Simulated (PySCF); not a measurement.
# ScO₂⁻: singlet, from a end-on start

Where does singlet ScO₂⁻ go from a end-on start, is the end point a minimum, and what are its modes, charges and moments?

The runs use PySCF 2.14.0; CAM-B3LYP, basis Sc def2-SVP, O def2-SVP, no relativity, density fitting.

## 1. Where the work starts

3 atoms, charge -1, spin multiplicity 1.

Bond lengths: Sc1–O2 2.173 Å, O2–O3 1.445 Å. Angles: Sc1–O2–O3 119.9°.

Coordinates in bohr (charge -1 multiplicity 1):
```
Sc    0.0000    0.0000    0.0000
O     0.0000    0.0000    4.1069
O     2.3674    0.0000    5.4675
```

## 2. The SCF at the typed geometry

The steps below are one call of a driver around PySCF. For each, scf.py gives the equivalent set-up of the SCF; relaxations use the driver's own optimiser. The state is first sought with PBE0. After this first run the driver tries any further starts and a stability analysis.

Contents of scf.py:

```python
from pyscf import gto, scf, dft
mol = gto.M(atom='''
Sc     0.000000     0.000000     0.000000
O      0.000000     0.000000     2.173300
O      1.252800     0.000000     2.893300''',
    basis={'Sc': 'def2-SVP', 'O': 'def2-SVP'},
    charge=-1, spin=0)
mf = dft.RKS(mol, xc='PBE0')
mf.grids.atom_grid = (50, 194)
aux = {'Sc': 'def2-universal-JKFIT', 'O': 'def2-universal-JKFIT'}
mf = mf.density_fit(auxbasis=aux)
mf.conv_tol = 1e-08
mf.diis_space = 10
mf.max_cycle = 60
mf.init_guess = 'minao'
mf.verbose = 4
mf.kernel()
```

On the command line:

```console
> OMP_NUM_THREADS=2 python axn.py task.json out
```

The program printed (excerpt; [...] marks lines left out):

```text
[... the frontier levels of the middle cycles are left out ...]
init E= -910.103840528139
cycle= 1 E= -909.450873482155  delta_E= 0.653  |g|= 1.54  |ddm|= 3.46
  HOMO = 0.157288179376266  LUMO = 0.368632298701592  gap/eV = 5.75097
cycle= 2 E= -909.094022297499  delta_E= 0.357  |g|= 1.94  |ddm|= 7.19
  HOMO = 0.144988101762961  LUMO = 0.157601550645415  gap/eV = 0.34323
cycle= 3 E= -910.268927567581  delta_E= -1.17  |g|= 0.732  |ddm|= 5.85
cycle= 4 E= -910.218298006455  delta_E= 0.0506  |g|= 0.775  |ddm|= 2.15
cycle= 5 E= -910.366844083869  delta_E= -0.149  |g|= 0.486  |ddm|= 1.44
cycle= 6 E= -910.408891956984  delta_E= -0.042  |g|= 0.28  |ddm|= 0.259
cycle= 7 E= -910.424089339543  delta_E= -0.0152  |g|= 0.188  |ddm|= 0.189
cycle= 8 E= -910.433300332312  delta_E= -0.00921  |g|= 0.00995  |ddm|= 0.177
cycle= 9 E= -910.433287046882  delta_E= 1.33e-05  |g|= 0.0138  |ddm|= 0.0298
cycle= 10 E= -910.433341680469  delta_E= -5.46e-05  |g|= 0.00532  |ddm|= 0.0139
cycle= 11 E= -910.433353660812  delta_E= -1.2e-05  |g|= 0.000711  |ddm|= 0.00966
cycle= 12 E= -910.433355638144  delta_E= -1.98e-06  |g|= 0.000351  |ddm|= 0.00681
cycle= 13 E= -910.433356379952  delta_E= -7.42e-07  |g|= 0.00027  |ddm|= 0.0052
cycle= 14 E= -910.433356511541  delta_E= -1.32e-07  |g|= 5.96e-05  |ddm|= 0.00237
cycle= 15 E= -910.433356521441  delta_E= -9.9e-09  |g|= 6.13e-05  |ddm|= 0.000707
  HOMO = 0.0136216743346056  LUMO = 0.0959551978997642  gap/eV = 2.24041
Extra cycle  E= -910.43335647244  delta_E= 4.9e-08  |g|= 0.000409  |ddm|= 0.000519
converged SCF energy = -910.43335647244
```

This step, with its further starts and checks, ran for 4.9 s (2 threads of Intel Xeon 6975P-C (Granite Rapids), shared host).

The starts that the driver tried:

| start | energy (Eh) |
| --- | --- |
| the minimal-basis guess | -910.433356 |
| a thermally smeared density | -910.433357 |
| a smeared PBE density | -910.433357 |

No lower closed-shell solution turned up from the other starts or in the test of internal stability.

## 3. Relaxation: end-on start, singlet

The program finds Cs symmetry in the start, which this walk keeps.

scf.py: that of step 2 with these lines changed.

```diff
@@ -3,3 +3,3 @@
-Sc     0.000000     0.000000     0.000000
-O      0.000000     0.000000     2.173300
-O      1.252800     0.000000     2.893300''',
+Sc    -0.260423     0.000000    -1.053208
+O     -0.260423     0.000000     1.120092
+O      0.992377     0.000000     1.840092''',
@@ -8 +8 @@
-mf = dft.RKS(mol, xc='PBE0')
+mf = dft.RKS(mol, xc='CAMB3LYP')
@@ -15 +14,0 @@
-mf.init_guess = 'minao'
```

The optimiser's trace:

| step | energy (Eh) | change (kJ/mol) | largest symmetric gradient (Eh/bohr) |
| --- | --- | --- | --- |
| 0 | -910.752250 | 0.00 | 0.10198 |
| 1 | -910.790836 | -101.31 | 0.08677 |
| 2 | -910.809750 | -150.96 | 0.04831 |
| 3 | -910.814263 | -162.81 | 0.03148 |
| 4 | -910.818765 | -174.63 | 0.01812 |
| 5 | -910.831124 | -207.08 | 0.03316 |
| 6 | -910.857015 | -275.06 | 0.04758 |
| 7 | -910.878598 | -331.73 | 0.03918 |
| 8 | -910.881760 | -340.03 | 0.02977 |
| 9 | -910.883071 | -343.47 | 0.01747 |
| 10 | -910.883698 | -345.12 | 0.00335 |
| 11 | -910.883721 | -345.18 | 0.00034 |
| 12 | -910.883722 | -345.18 | 0.00003 |

The walk took 12 s.

Geometry (Å) and forces (eV/Å) at some steps:

```
step 0
Sc  -0.260   0.000  -1.053   0.385   0.000   5.244
O   -0.260   0.000   1.120   1.469   0.000  -3.510
O    0.992   0.000   1.840  -1.853   0.000  -1.734
step 1
Sc  -0.241   0.000  -0.924   0.350   0.000   4.462
O   -0.230   0.000   1.054  -0.200   0.000  -3.820
O    0.942   0.000   1.777  -0.150   0.000  -0.642
step 6
Sc   0.006   0.000  -0.603   1.529   0.000   0.982
O   -0.493   0.000   1.096  -0.052   0.000   1.462
O    0.958   0.000   1.414  -1.477   0.000  -2.444
step 12
Sc   0.157   0.000  -0.509   0.001   0.000  -0.001
O   -0.572   0.000   1.208  -0.001   0.000   0.002
O    0.887   0.000   1.208   0.001   0.000   0.000
```

It settles in C2v symmetry, 345.2 kJ/mol below the start, after 12 steps: O–O 1.459 Å, Sc–O 1.866 Å (×2); O–O–Sc 67.0° (×2), O–Sc–O 46.0°.

## 4. Hessian and properties

The point is checked on the finer grid, and tightened if its gradient asks for it. The Hessian and the dipole derivatives come from central differences of analytic gradients, with steps of 0.02 bohr.

scf.py: that of step 3 with these lines changed.

```diff
@@ -3,3 +3,3 @@
-Sc    -0.260423     0.000000    -1.053208
-O     -0.260423     0.000000     1.120092
-O      0.992377     0.000000     1.840092''',
+Sc    -0.000190     0.000000    -0.714433
+O     -0.728870     0.000000     1.003858
+O      0.729404     0.000000     1.003470''',
@@ -9 +9 @@
-mf.grids.atom_grid = (50, 194)
+mf.grids.atom_grid = (75, 302)
@@ -12 +12 @@
-mf.conv_tol = 1e-08
+mf.conv_tol = 1e-10
```

The driver hands on the density of the step before, so the log starts near convergence.

Log of the central SCF (cycles and frontier levels):

```text
init E= -910.883732189912
  HOMO = -0.0107016166961404  LUMO = 0.179107996876624  gap/eV = 5.16498
cycle= 1 E= -910.883732189886  delta_E= 2.57e-11  |g|= 1.24e-05  |ddm|= 1.74e-05
  HOMO = -0.0107029934118668  LUMO = 0.179105746579294  gap/eV = 5.16496
cycle= 2 E= -910.88373218979  delta_E= 9.64e-11  |g|= 2.45e-05  |ddm|= 3.57e-05
  HOMO = -0.0107021257754605  LUMO = 0.179107163338587  gap/eV = 5.16497
cycle= 3 E= -910.883732189934  delta_E= -1.44e-10  |g|= 4.27e-07  |ddm|= 2.21e-05
  HOMO = -0.0107020824085042  LUMO = 0.179107266814976  gap/eV = 5.16498
cycle= 4 E= -910.883732189926  delta_E= 8.41e-12  |g|= 3.07e-07  |ddm|= 1.71e-06
  HOMO = -0.0107021033883905  LUMO = 0.179107238329941  gap/eV = 5.16498
Extra cycle  E= -910.883732189924  delta_E= 1.59e-12  |g|= 3.34e-07  |ddm|= 1.56e-06
converged SCF energy = -910.883732189924
```

The whole step took 11 s.

Geometry: C2v; O–O 1.458 Å, Sc–O 1.866 Å (×2); O–O–Sc 67.0° (×2), O–Sc–O 46.0°.

Harmonic modes (main isotopes):

| symmetry | ω (cm⁻¹) | IR (km/mol) | μ (u) |
| --- | --- | --- | --- |
| b2 | 555 | 0.8 | 17.07 |
| a1 | 687 | 39.7 | 20.74 |
| a1 | 959 | 60.1 | 16.65 |

All wavenumbers are real: a minimum.

Properties at this point:

```yaml
Dipole_moment_about_the_centre_of_mass: 0.68 D
Highest_occupied_level: -0.29 eV
Lowest_empty_level: 4.87 eV
Rotational_constants: 0.9912, 0.3056, 0.2336 cm⁻¹
Zero-point_energy: 13.2 kJ/mol
Principal_polarisabilities: 71.4, 78.2, 79.0 bohr³
Principal_traceless_quadrupole_moments_about_the_centre_of_mass: -9.11, 4.52, 4.58 D Å
Entropy_at_298.15_K_and_1_bar: 256.1 J/(mol K)
Heat_capacity_Cp_at_298.15_K: 43.3 J/(mol K)
Enthalpy_at_298.15_K_above_0_K: 10.83 kJ/mol
Rotational_symmetry_number: 2
```

Charges (e) and bond orders:

| atom | Mulliken | Löwdin | polar tensor | Mayer order to Sc1 |
| --- | --- | --- | --- | --- |
| Sc1 | -0.26 | -0.74 | -0.21 | – |
| O2,3 | -0.37 | -0.13 | -0.40 | 1.08 |

Outer orbital energies (eV). occupied: -24.62, -17.83, -8.02, -7.46, -7.25, -4.35, -3.09, -0.29; empty: 4.87, 5.22, 5.29, 5.39.

Mulliken populations on Sc1: s 7.61, p 12.44, d 1.14, f 0.07.

## 5. Stability of the closed shell

At the lowest minimum the closed shell is tested against spin polarisation, on the (50, 194) grid. It is stable.

## 6. Outcome

| quantity | value |
| --- | --- |
| minimum | singlet, C2v |
| geometry | O–O 1.458 Å, Sc–O 1.866 Å (×2); O–O–Sc 67.0° (×2), O–Sc–O 46.0° |
| wavenumbers (cm⁻¹) | 555 (b2), 687 (a1), 959 (a1) |
| dipole moment (centre of mass) | 0.68 D |
| highest occupied, lowest empty level | -0.29, 4.87 eV |
| polar-tensor charge of Sc1 | -0.21 e |
| zero-point energy | 13.2 kJ/mol |
| entropy at 298.15 K | 256.1 J/(mol K) |

The end-on start (Cs) ends in a minimum of C2v symmetry. In the infrared the band at 959 cm⁻¹ (a1) leads. Other starts or spin states, not run here, may lie lower. An anion needs diffuse functions, and this basis has none.

The search up to here ran for 29 s (2 threads of Intel Xeon 6975P-C (Granite Rapids), shared host).
